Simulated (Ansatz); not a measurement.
# C₃H₄OZn: shape, modes and thermochemistry

What shape does C₃H₄OZn take? The plan is to relax it, then compute its harmonic vibrations to see whether it is a minimum and to get the zero-point energy and entropy, and look at its orbitals and charge.

Computed with Ansatz 0.2.0, Gaussian basis. Level: RKS PBE0-D4/def2-TZVP.

Plan: relaxation at PBE0-D4/def2-TZVP; harmonic vibrations at the same level; a single point in def2-TZVPP for the fields.

## 1. The starting structure

SMILES `C#C[O][Zn][CH3]`, 9 atoms, charge 0, spin multiplicity 1.

Atoms are counted from 1 here; the program's logs count them from 0.

Bond lengths: C1–C2 1.202 Å, C1–H6 1.045 Å, C2–O3 1.271 Å, O3–Zn4 1.787 Å, Zn4–C5 2.003 Å, C5–H7 1.081 Å, C5–H8 1.085 Å, C5–H9 1.083 Å. Angles: C2–C1–H6 175.0°, C1–C2–O3 179.3°, C2–O3–Zn4 147.2°, O3–Zn4–C5 133.4°, Zn4–C5–H7 113.9°, Zn4–C5–H8 105.9°, Zn4–C5–H9 110.1°, H7–C5–H8 109.1°, H7–C5–H9 108.7°, H8–C5–H9 109.0°.

The start is a GFN2-xTB geometry.

## 2. Relaxation at PBE0-D4/def2-TZVP

in.yaml reads:

```yaml
crystal:
  periodic: [false, false, false]
  atoms:
    - {symbol: C, position_ang: [-1.343340, 2.426000, 2.123960]}
    - {symbol: C, position_ang: [-0.808190, 1.662830, 1.364360]}
    - {symbol: O, position_ang: [-0.246470, 0.844320, 0.571220]}
    - {symbol: Zn, position_ang: [-0.182430, -0.822330, -0.069280]}
    - {symbol: C, position_ang: [0.922230, -1.713080, -1.483510]}
    - {symbol: H, position_ang: [-1.763500, 3.156820, 2.741090]}
    - {symbol: H, position_ang: [0.408050, -2.508500, -2.004510]}
    - {symbol: H, position_ang: [1.181900, -0.934230, -2.193130]}
    - {symbol: H, position_ang: [1.831740, -2.111820, -1.050200]}
basis:
  gaussian: {orbitals: def2-TZVP}
hamiltonian: {xc: pbe0, dispersion: d4}
relax: {f_tol: 0.005, max_steps: 150}
```

Launch:

```console
$ ansatz run in.yaml --threads 2 --pin off --events-out ev --progress --plain --max-ram 22528MiB --backend cuda --devices 0, --max-vram 18GiB
```

The runs that follow: Harmonic vibrations; Orbitals, density and potential.

Before running them: what should the planned runs give, taken together? Wanted: point group; shift from the start; total energy; dispersion term; dipole moment; lowest, highest wavenumber; HOMO, LUMO.

As calculated:

| quantity | value |
| --- | --- |
| point group | C1 |
| steps | 14 |
| shift from the start (rms) | 0.723 Å |
| total energy | -53630.5420 eV |
| dispersion term | -124 meV |
| dipole moment | 3.83 D |
| lowest, highest wavenumber | -8, 3504 cm⁻¹ |
| HOMO, LUMO | -6.38, -0.84 eV |

The relaxed geometry lies 0.72 Å (rms) from the start; the bond that changed most is Zn4–C5, from 2.003 to 1.915 Å. One or more small negative wavenumbers (down to -8 cm⁻¹) point to a very flat motion, so a minimum isn't proven. The stiffest mode, 3504 cm⁻¹, is a C–H stretch. Harmonic hybrid wavenumbers usually lie a few per cent above measured fundamentals. The largest Mulliken charge, -0.57 e, sits on C5. The HOMO lies mostly on C1 46 %; C2 26 % and the LUMO on Zn4 41 %; O3 15 %.
